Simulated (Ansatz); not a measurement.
**C2HFSe: one species, many methods**

How much do the methods differ for C2HFSe? The plan is to run it at one geometry with functionals of several rungs and with coupled cluster. The yardstick is the atomisation energy at the CCSD(T) limit.

Computed with Ansatz 0.2.0, Gaussian basis. Level: functionals in def2-TZVPP, the program's frozen cores in correlated methods.

The runs, in order: LDA (SPW92), PBE-D4, revPBE-D4, BLYP-D4, r2SCAN-D4, B97M-V, PBE0-D4, B3LYP-D4, r2SCANh-D4, r2SCAN0-D4, HSE06-D4, BHLYP-D4, CAM-B3LYP-D4, LC-ωPBE, ωB97X-V, ωB97M-V, B2PLYP, PBE-QIDH; CCSD(T)/def2-SVP; CCSD(T)/def2-TZVPP; MP2/def2-QZVPP; extrapolation to the limit; RPA on PBE.

## 1. The relaxed structure

All runs share one geometry, relaxed beforehand with PBE0-D4 in a triple-zeta def2 set.

SMILES `FC#C[SeH]`, 5 atoms, charge 0, spin multiplicity 1.

Atoms are counted from 1 here; the program's logs count them from 0.

Bond lengths: F1–C2 1.272 Å, C2–C3 1.198 Å, C3–Se4 1.826 Å, Se4–H5 1.472 Å. Angles: F1–C2–C3 179.3°, C2–C3–Se4 174.9°, C3–Se4–H5 95.0°.

Geometry (Å):

```xyz
5
charge 0, multiplicity 1
F     1.3860   -1.4087    1.5835
C     0.6589   -0.8114    0.7283
C    -0.0223   -0.2357   -0.0714
Se   -1.0982    0.4952   -1.3524
H    -0.8745    1.8869   -0.9296
```

## 2. LDA

This LDA is Slater exchange with PW92 correlation.

File in.yaml:

```yaml
crystal:
  periodic: [false, false, false]
  atoms:
    - {symbol: F, position_ang: [1.385976, -1.408665, 1.583544]}
    - {symbol: C, position_ang: [0.658917, -0.811361, 0.728314]}
    - {symbol: C, position_ang: [-0.022311, -0.235694, -0.071390]}
    - {symbol: Se, position_ang: [-1.098206, 0.495164, -1.352385]}
    - {symbol: H, position_ang: [-0.874476, 1.886856, -0.929582]}
basis:
  gaussian: {orbitals: def2-TZVPP}
hamiltonian: {xc: lda}
output: {orbitals: {seedname: orbitals}}
```

The run is started by

```sh
> ansatz run in.yaml --threads 2 --pin off --events-out ev --progress --plain --max-ram 4352MiB
```

The runs that follow: PBE-D4 (GGA); revPBE-D4 (GGA); BLYP-D4 (GGA); r2SCAN-D4 (meta-GGA); B97M-V (meta-GGA); B3LYP-D4 (hybrid); r2SCANh-D4 (hybrid); r2SCAN0-D4 (hybrid); HSE06-D4 (hybrid); BHLYP-D4 (hybrid); CAM-B3LYP-D4 (range-separated); LC-ωPBE (range-separated); ωB97X-V (range-separated); ωB97M-V (range-separated); B2PLYP (double hybrid); PBE-QIDH (double hybrid); CCSD(T) in def2-SVP; CCSD(T) in def2-TZVPP; MP2 in def2-QZVPP; RPA on PBE orbitals.

Before running them: what should the planned runs give, taken together? Wanted: atomisation energy, CCSD(T)/CBS; farthest beyond LDA; mean size of error, GGA; mean size of error, meta-GGA; mean size of error, hybrid; mean size of error, range-separated; mean size of error, double hybrid; gap, smallest and largest; T1 diagnostic.

**Answer**, as computed:

| quantity | value |
| --- | --- |
| atomisation energy, CCSD(T)/CBS | 1825.1 kJ/mol |
| functionals within 18.3 kJ/mol (1.0 %) | r2SCAN-D4, B97M-V, B3LYP-D4, r2SCANh-D4, CAM-B3LYP-D4, LC-ωPBE, ωB97X-V, ωB97M-V, B2PLYP, PBE-QIDH |
| farthest beyond LDA | BHLYP-D4 (-119.7 kJ/mol) |
| mean size of error, GGA | 63.8 kJ/mol |
| mean size of error, meta-GGA | 10.1 kJ/mol |
| mean size of error, hybrid | 41.0 kJ/mol |
| mean size of error, range-separated | 1.2 kJ/mol |
| mean size of error, double hybrid | 9.0 kJ/mol |
| gap, smallest and largest | 4.22 eV (BLYP-D4), 11.29 eV (LC-ωPBE) |
| T1 diagnostic | 0.0115 |
| triples share of the correlation energy | 4.1 % |

In words: LDA overbinds by 423.9 kJ/mol (23 %). PBE-D4 is off by +118.8 kJ/mol. Double hybrids carry the basis error of their MP2 part in triple zeta, and no dispersion term here, so their miss is partly the set-up's. The rungs range-separated, double hybrid, meta-GGA miss on average by less than the doubt on the reference (18.3 kJ/mol), so they tie; GGA functionals have the largest mean beyond LDA (63.8 kJ/mol). The reference freezes the cores and leaves out relativity and excitations past (T), and its outer-core shells are covered unevenly, so misses under about 18.3 kJ/mol can't be ranked. All levels share the lack of spin-orbit coupling, which lowers the free heavy atoms and so the true binding. Hartree-Fock recovers 63 % of the binding; the rest is correlation. CCSD(T) in def2-SVP is off by -110.0 kJ/mol, so the small basis spoils what the method gains. Orbital gaps span 4.2 to 11.3 eV; exact exchange widens them. Correlated methods include outer-core shells of Se, which these sets cover unevenly.
